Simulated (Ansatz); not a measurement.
**Be: stress in a strained cell**

Aim: deform Be (equal xy, yz and zx engineering shear strains of -2 %) and compute stress, forces and field gradients with LAPW, PAW and all-electron datasets made for the crystal.

Method: DFT PBEsol, scalar-relativistic, in Ansatz 0.2.0.

### Step 1. The starting structure

The structure is tetragonal, space group P4_2/mnm (No. 136). Conventional cell: a = 3.747 Å, b = 3.747 Å, c = 2.281 Å, α = 90.00°, β = 90.00°, γ = 90.00°. Around Be (site symmetry m2m) lie 11 Be at 2.15 to 2.28 Å.

Structure file:

```cif
data_structure
_symmetry_space_group_name_H-M 'P4_2/mnm'
_symmetry_Int_Tables_number 136
_cell_length_a 3.7468
_cell_length_b 3.7468
_cell_length_c 2.2813
_cell_angle_alpha 90.000
_cell_angle_beta 90.000
_cell_angle_gamma 90.000
_cell_volume 32.03
loop_
_atom_site_label
_atom_site_type_symbol
_atom_site_symmetry_multiplicity
_atom_site_Wyckoff_symbol
_atom_site_fract_x
_atom_site_fract_y
_atom_site_fract_z
_atom_site_occupancy
Be1 Be 4 f 0.29741 0.29741 0.00000 1
```

The file gives the conventional cell by its symmetry; the runs use the cell typed in the input.

Atoms are numbered in the order of the input: Be1, Be2, Be3, Be4.

### Step 2. After the deformation

Space group P4_2/mnm before, C2/m after.

### Step 3. All-electron LAPW

input.yaml reads:

```yaml
crystal:
  lattice:
    - [3.746814, -0.03746814, -0.03746814]
    - [-0.03746814, 3.746814, -0.03746814]
    - [-0.0228128, -0.0228128, 2.28128]
  atoms:
    - { symbol: Be, position: [0.297408, 0.297408, 0.0] }
    - { symbol: Be, position: [0.702592, 0.702592, 0.0] }
    - { symbol: Be, position: [0.202592, 0.797408, 0.5] }
    - { symbol: Be, position: [0.797408, 0.202592, 0.5] }
kpoints:
  mp_grid: { grid: [9, 9, 14] }
  band_path:
    path:
      - [0.0, 0.0, 0.0]
      - [0.0, 0.0, 0.5]
      - [-0.4933443843, 0.4933443843, 0.5]
      - [-0.5066556157, -0.4933443843, 0.5]
      - [-0.5, -0.5, 0.5]
      - [0.0, 0.0, 0.0]
      - [-0.5, 0.5, 0.0]
      - [-0.5, 0.0, 0.5]
      - [0.0, 0.0, 0.0]
    npoints: 5
scf:
  occupations: { method: fermi_dirac, width: 0.05 }
hamiltonian:
  xc: pbesol
  pseudopotentials: { kind: all_electron, lapw: { basis_error: 0.001 } }
output:
  forces: true
  stress: true
  eigenvalues: true
```

Run with:

```
> ansatz run input.yaml --threads 1 --pin off --max-ram 6144MiB --backend cpu --events-out ev --progress --plain --runs-dir out
```

### Step 4. Frozen-core PAW

input.yaml reads:

```yaml
crystal:
  lattice:
    - [3.746814, -0.03746814, -0.03746814]
    - [-0.03746814, 3.746814, -0.03746814]
    - [-0.0228128, -0.0228128, 2.28128]
  atoms:
    - { symbol: Be, position: [0.297408, 0.297408, 0.0] }
    - { symbol: Be, position: [0.702592, 0.702592, 0.0] }
    - { symbol: Be, position: [0.202592, 0.797408, 0.5] }
    - { symbol: Be, position: [0.797408, 0.202592, 0.5] }
kpoints:
  mp_grid: { grid: [9, 9, 14] }
scf:
  occupations: { method: fermi_dirac, width: 0.05 }
hamiltonian:
  xc: pbesol
  pseudopotentials: { kind: paw }
output:
  forces: true
  stress: true
  eigenvalues: true
  efg: { contact_densities: true }
```

### Step 5. All-electron PAW on datasets made for the crystal

Changes to input.yaml since step 4:

```diff
@@ -16,3 +16,3 @@
   xc: pbesol
-  pseudopotentials: { kind: paw }
+  pseudopotentials: { kind: all_electron, datasets: crystal }
 output:
```

(Steps that only read results are left out.)

Before running it: what results should come out? Wanted: pressure; largest shear or deviatoric stress.

**Answer**, as computed:

| quantity | value |
| --- | --- |
| pressure | LAPW -1.07, PAW -0.99, crystal datasets -1.08 GPa |
| largest shear or deviatoric stress (LAPW) | 3.30 GPa |

In words: The largest part of the stress beyond the pressure is 3.30 GPa in size; the atoms are carried along and not relaxed. No run of the undeformed cell stands beside it, so the pressure holds what the given cell had before the change. PAW: stress within 0.09 GPa of LAPW, forces within 1 meV/Å. Crystal datasets: stress within 0.01 GPa of LAPW, forces within 1 meV/Å.
